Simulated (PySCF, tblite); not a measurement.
**C6H13AlBF: geometry, infrared bands and NMR shifts**

What infrared bands and NMR shifts should C6H13AlBF (`C=CB[C@H]([AlH][F])C(C)C`) show?

Computed with tblite 0.8.0 and PySCF 2.14.0, with density-fitted response routines of our own, on a single molecule in the gas phase. Atoms are numbered from 0 throughout.

**1. Starting geometry**

22 atoms, charge 0, multiplicity 1; geometry from: force field or distance geometry start.

Bonds of the start (Å): C0–C1 1.31, C1–B2 1.57, B2–C3 1.57, C3–Al4 1.96, Al4–F5 1.81, C3–C6 1.50, C6–C7 1.52, C6–C8 1.49, C0–H9 1.08, C0–H10 1.08, C1–H11 1.10, B2–H12 1.18, C3–H13 1.13, Al4–H14 1.62, C6–H15 1.13, C7–H16 1.11, C7–H17 1.11, C7–H18 1.09, C8–H19 1.12, C8–H20 1.09, C8–H21 1.12.

**2. Geometry optimisation with GFN2-xTB**

Job settings and geometry (Å):

```
{"job": {"kind": "relax", "xc": "GFN2-xTB", "basis": "xTB"}, "charge": 0, "multiplicity": 1}
C     -3.695900    -0.402600    -0.074000
C     -2.568400    -0.250200     0.575400
B     -1.213600    -0.517300    -0.170700
C      0.046300     0.272400     0.333500
Al     0.125900     2.081900    -0.415100
F     -0.504400     2.463500    -2.071300
C      1.318200    -0.514500     0.244200
C      2.436000     0.359000     0.778500
C      1.593000    -1.143400    -1.082800
H     -3.774600    -0.690900    -1.112400
H     -4.622100    -0.223200     0.449000
H     -2.517900     0.034300     1.636100
H     -1.126500    -1.559600    -0.707900
H     -0.132200     0.394100     1.447000
H      0.256500     3.336100     0.595800
H      1.214200    -1.359700     0.989400
H      2.282900     0.442100     1.874000
H      2.308500     1.387300     0.371400
H      3.423000    -0.024500     0.529600
H      0.979000    -2.069300    -1.186800
H      1.515800    -0.475800    -1.946300
H      2.646100    -1.520200    -1.057400
```

Run with:

```
$ OMP_NUM_THREADS=1 python probes_run.py task.json out
```

The driver reads the jobs from task.json and runs them one after another.

**Question.** This job is followed by: GFN2-xTB harmonic vibrations, gas phase; GIAO PBE0/pcSseg-1 NMR shielding, non-relativistic, gas phase. What will the session give for the following? strongest single infrared mode (GFN2-xTB); zero-point energy (GFN2-xTB); 13C shifts against TMS (PBE0/pcSseg-1); 1H shifts against TMS (PBE0/pcSseg-1, means over atoms taken as alike); 11B shifts against BF3·OEt2 (PBE0/pcSseg-1); 27Al shifts against AlH4- (PBE0/pcSseg-1); 19F shifts against CFCl3 (PBE0/pcSseg-1).

**Answer**, as computed:

| quantity | value |
| --- | --- |
| strongest single infrared mode (GFN2-xTB) | 1860 cm⁻¹, 374 km/mol |
| zero-point energy (GFN2-xTB) | 107.3 kcal/mol |
| 13C shifts against TMS (PBE0/pcSseg-1) | 155.5, 149.0, 104.2, 34.1, 33.1, 29.2 ppm |
| 1H shifts against TMS (PBE0/pcSseg-1, means over atoms taken as alike) | 7.16, 6.89, 6.64, 6.62, 4.68, 4.23, 2.22, 1.44, 1.11 ppm |
| 11B shifts against BF3·OEt2 (PBE0/pcSseg-1) | 56.2 ppm |
| 27Al shifts against AlH4- (PBE0/pcSseg-1) | 113.8 ppm |
| 19F shifts against CFCl3 (PBE0/pcSseg-1) | -121.8 ppm |

What this shows: Over 179 steps the energy fell by 1.075 eV; of the close pairs, B2–Al4 changed most, 2.934 to 2.467 Å. The lowest mode is slightly imaginary (14i cm⁻¹), a soft motion within the noise of the Hessian, so the minimum is not strictly shown. The strongest single mode, at 1860 cm⁻¹, moves mainly H14. Unscaled tight-binding wavenumbers are off by several per cent, some by more. Its intensities can rank the bands wrongly. The most deshielded carbon is C0 (terminal =CH2 carbon), at 155.5 ppm: an sp2 carbon of a C=C bond. The most deshielded hydrogen is H11 (hydrogen on an alkene CH), at 7.16 ppm: attached to an sp2 carbon and in the plane of the double bond.
